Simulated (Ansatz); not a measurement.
# GaLi (singlet): from Hartree-Fock to the top rungs at distance Ga1–Li2 = 2.289 Å, aug-cc-pVTZ

Aim: climb from Hartree-Fock through coupled cluster for GaLi (singlet) at one geometry and basis, and see what each rung misses.

Computed with Ansatz 0.2.0, Gaussian basis. Level: aug-cc-pVTZ, core rule «outside noble gas», up to 15 orbitals frozen.

Plan: UHF; CCSD(T) on RHF; CCSD(T) on UHF; BCCD(T) on RHF; CCSDT(Q) on RHF; CCSDT(Q) on UHF; Full CI.

42 further runs of the same task are left out: 18 for a known fault of the program, 2 for a mislabelled method, 15 that didn't finish, 7 set aside as unsound or not needed.

### Step 1. The geometry

The geometry derives from a PBE0/def2-TZVP stationary point (not a proven minimum). One bond is set to the value named and the two fragments are kept rigid. No spin-orbit coupling is included. The filled d shell of Ga may be among the frozen orbitals whatever the setting's name suggests; the logs give the count.

2 atoms, charge 0, spin multiplicity 1.

Atoms are counted from 1 here; the program's logs count them from 0.

Bond lengths: Ga1–Li2 2.289 Å.

### Step 2. UHF

File in.yaml:

```yaml
crystal:
  periodic: [false, false, false]
  atoms:
    - {symbol: Ga, position_ang: [0.000000, 0.000000, 0.000000]}
    - {symbol: Li, position_ang: [0.000000, 0.000000, 2.289000]}
basis:
  gaussian: {orbitals: aug-cc-pVTZ}
magnetization: {spin_polarized: true, initial_magnetization: 0}
hamiltonian: {xc: hf}
output: {orbitals: {seedname: orbitals}}
```

Started as:

```bash
$ ansatz run in.yaml --threads 1 --pin off --events-out ev --progress --plain --max-ram 2393MiB
```

The runs that follow: CCSD(T) on RHF; CCSD(T) on UHF; BCCD(T) on RHF; CCSDT(Q) on RHF; CCSDT(Q) on UHF; Full CI.

**Question.** What will the summary of the whole plan be? Wanted: FCI below the RHF energy; RMP2 from FCI; RCCSD from FCI; RCCSD(T) from FCI; RCCSDT(Q) from FCI; T1 diagnostic; effectively unpaired electrons.

**Answer**, as computed:

```
                         quantity                                 value
         FCI below the RHF energy                            -2.3622 eV
                    RMP2 from FCI                          +68.3 kJ/mol
                   RCCSD from FCI                          +11.3 kJ/mol
                RCCSD(T) from FCI                           +3.3 kJ/mol
               RCCSDT(Q) from FCI                           +0.4 kJ/mol
levels within 1 kcal/mol (43 meV)  RCCSD(T), BCCD(T), RCCSDT, RCCSDT(Q)
                    T1 diagnostic                                 0.019
   effectively unpaired electrons                                  0.45
```

RCCSD(T) misses by +3.3 kJ/mol, 1.5 % of the correlation energy. The occupations show some static correlation. These misses are within one basis, not against nature.
